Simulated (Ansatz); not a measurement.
# SiGeH₅OF: up Jacob's ladder to CCSD(T)

Aim: compute SiGeH₅OF with functionals from several rungs and with coupled cluster, and see how far each lands from CCSD(T) at the basis-set limit for the atomisation energy.

Computed with Ansatz 0.2.0, Gaussian basis. Level: functionals in def2-TZVPP, the program's frozen cores in correlated methods.

Levels to be run: PBE-D4, r2SCAN-D4, PBE0-D4, B3LYP-D4, ωB97X-V, ωB97M-V, B2PLYP; CCSD(T)/def2-TZVPP; MP2/def2-QZVPP; extrapolation to the limit.

### 1 The geometry

All runs share one geometry, relaxed beforehand with PBE0-D4/def2-TZVP.

SMILES `F[SiH2][O][GeH3]`, 9 atoms, charge 0, spin multiplicity 1.

Atoms are counted from 1 here; the program's logs count them from 0.

Bond lengths: F1–Si2 1.599 Å, Si2–O3 1.614 Å, Si2–H5 1.477 Å, Si2–H6 1.483 Å, O3–Ge4 1.783 Å, Ge4–H7 1.537 Å, Ge4–H8 1.534 Å, Ge4–H9 1.532 Å. Angles: F1–Si2–O3 110.3°, F1–Si2–H5 107.6°, F1–Si2–H6 106.1°, O3–Si2–H5 108.6°, O3–Si2–H6 111.3°, H5–Si2–H6 112.9°, Si2–O3–Ge4 136.3°, O3–Ge4–H7 108.1°, O3–Ge4–H8 107.5°, O3–Ge4–H9 105.5°, H7–Ge4–H8 111.6°, H7–Ge4–H9 111.8°, H8–Ge4–H9 112.0°.

As a file:

| atom | x (Å) | y (Å) | z (Å) |
| --- | --- | --- | --- |
| F1 | -1.92450 | -0.04645 | 1.41825 |
| Si2 | -0.75839 | 0.95670 | 0.98279 |
| O3 | 0.51496 | 0.13161 | 0.43256 |
| Ge4 | 0.85943 | -0.93064 | -0.95692 |
| H5 | -0.34697 | 1.71134 | 2.18448 |
| H6 | -1.33582 | 1.82382 | -0.07287 |
| H7 | -0.06312 | -0.51731 | -2.11501 |
| H8 | 0.59263 | -2.37330 | -0.51060 |
| H9 | 2.33577 | -0.69827 | -1.29378 |

### 2 PBE-D4 (GGA)

File in.yaml:

```yaml
crystal:
  periodic: [false, false, false]
  atoms:
    - {symbol: F, position_ang: [-1.924502, -0.046447, 1.418249]}
    - {symbol: Si, position_ang: [-0.758394, 0.956702, 0.982793]}
    - {symbol: O, position_ang: [0.514963, 0.131608, 0.432563]}
    - {symbol: Ge, position_ang: [0.859428, -0.930640, -0.956918]}
    - {symbol: H, position_ang: [-0.346965, 1.711335, 2.184482]}
    - {symbol: H, position_ang: [-1.335819, 1.823818, -0.072871]}
    - {symbol: H, position_ang: [-0.063115, -0.517315, -2.115008]}
    - {symbol: H, position_ang: [0.592633, -2.373295, -0.510605]}
    - {symbol: H, position_ang: [2.335768, -0.698265, -1.293784]}
basis:
  gaussian: {orbitals: def2-TZVPP}
hamiltonian: {xc: pbe, dispersion: d4}
output: {forces: true, orbitals: {seedname: orbitals}}
```

Further steps of the session: r2SCAN-D4 (meta-GGA); PBE0-D4 (hybrid); B3LYP-D4 (hybrid); ωB97X-V (range-separated); ωB97M-V (range-separated); B2PLYP (double hybrid); CCSD(T) in def2-TZVPP; MP2 in def2-QZVPP.

Q: Predict the results of all the runs planned. Wanted: atomisation energy, CCSD(T)/CBS; farthest; mean size of error, hybrid; mean size of error, range-separated; gap, smallest and largest; T1 diagnostic; triples share of the correlation energy.

As calculated:

```
                               quantity                                 value
        atomisation energy, CCSD(T)/CBS                         3022.7 kJ/mol
 functionals within 30.2 kJ/mol (1.0 %)                    r2SCAN-D4, ωB97X-V
                               farthest                PBE0-D4 (-90.0 kJ/mol)
             mean size of error, hybrid                           68.5 kJ/mol
    mean size of error, range-separated                           18.6 kJ/mol
              gap, smallest and largest  6.35 eV (PBE-D4), 13.18 eV (ωB97X-V)
                          T1 diagnostic                                0.0119
triples share of the correlation energy                                 3.1 %
```

**Reading.** PBE-D4 is off by -52.1 kJ/mol, about 6.5 kJ/mol a bond. Taken by rung, range-separated functionals do best (18.6 kJ/mol on average) and hybrid ones worst (68.5 kJ/mol). Rungs with a single functional here are left out of that count. The reference freezes the cores and leaves out relativity and excitations past (T), and its outer-core shells are covered unevenly, so misses under about 30.2 kJ/mol can't be ranked. Hartree-Fock recovers 74 % of the binding; the rest is correlation. Orbital gaps span 6.3 to 13.2 eV; exact exchange widens them. Correlated methods include outer-core shells of Ge, which these sets cover unevenly.
